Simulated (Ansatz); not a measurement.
I need a rigid scan of one bond length of FGeH₂, SMILES [F][GeH2]. Use the Ansatz DFT code, driven from Python. Settings (for the species named): B3LYP, def2-TZVP basis, multiplicity 2.

```xyz
4

F     0.1704   -0.6342    1.5112
Ge    0.2764   -0.2129   -0.2087
H    -1.0884   -0.5166   -0.9454
H     0.6971    1.3033   -0.3773
```

`scan.py`
```python
"""Potential curve of FGeH2 along one bond."""

import ansatz as az
import numpy as np

GEOMETRY = """
F     0.17040   -0.63420    1.51120
Ge    0.27640   -0.21290   -0.20870
H    -1.08840   -0.51660   -0.94540
H     0.69710    1.30330   -0.37730
"""


def main() -> None:
    fgeh2 = az.Crystal.molecule()
    for line in GEOMETRY.strip().splitlines():
        symbol, *xyz = line.split()
        fgeh2 = fgeh2.atom(symbol, [float(v) for v in xyz])

    symbols = [site.symbol for site in fgeh2.cartesian_sites]
    start = np.array([site.position_ang for site in fgeh2.cartesian_sites])
    axis = (start[0] - start[1]) / np.linalg.norm(start[0] - start[1])
    moving = [0]
    lengths, energies = [1.51, 1.63, 1.77, 1.95, 2.22, 2.66, 3.19, 3.9], []
    for length in lengths:
        xyz = start.copy()
        xyz[moving] += (length - np.linalg.norm(start[0] - start[1])) * axis
        point = az.Crystal.molecule()
        for symbol, place in zip(symbols, xyz):
            point = point.atom(symbol, place.tolist())
        setup = (
            point.calculation()
            .basis(gaussian="def2-TZVP")
            .functional("b3lyp")
            .spin("collinear", total=1)
        )
        rep = setup.run(threads=1).report
        energies.append(rep["free_energy_ev"])
        print(f"r = {length:6.3f} A  E = {energies[-1]:.5f} eV  <S^2> = {abs(rep['mean_field']['state']['spin_squared']):.3f}")

    print("energy above the lowest point (eV):", [round(e - min(energies), 3) for e in energies])


if __name__ == "__main__":
    main()
```

```console
$ python scan.py
r =  1.510 A  E = -59268.55163 eV  <S^2> = 0.751
r =  1.630 A  E = -59269.53053 eV  <S^2> = 0.751
r =  1.770 A  E = -59269.77414 eV  <S^2> = 0.751
r =  1.950 A  E = -59269.42926 eV  <S^2> = 0.752
r =  2.220 A  E = -59268.48088 eV  <S^2> = 0.753
r =  2.660 A  E = -59267.05070 eV  <S^2> = 0.786
r =  3.190 A  E = -59266.14009 eV  <S^2> = 0.836
r =  3.900 A  E = -59265.66979 eV  <S^2> = 0.794
energy above the lowest point (eV): [1.223, 0.244, 0.0, 0.345, 1.293, 2.723, 3.634, 4.104]
```

Reading the output:
- Total energies depend on the basis set; only differences at equal settings carry meaning.
- The rest of the molecule is held rigid at a force-field or estimated start geometry, and the basis set is modest; single-reference methods fail as a bond breaks.
- The run takes the species as open-shell (spin multiplicity 2), which needn't be its ground state.
- The expectation value of S² is noticeably off S(S+1) in at least one run, so that state is spin-contaminated.
- b3lyp holds the VWN-RPA fit, as in Gaussian; the form of ORCA and Turbomole is b3lyp5.
- Run time: 30 s on 1 thread of Arm Neoverse V2, on a shared host, peak memory 0.32 GiB.
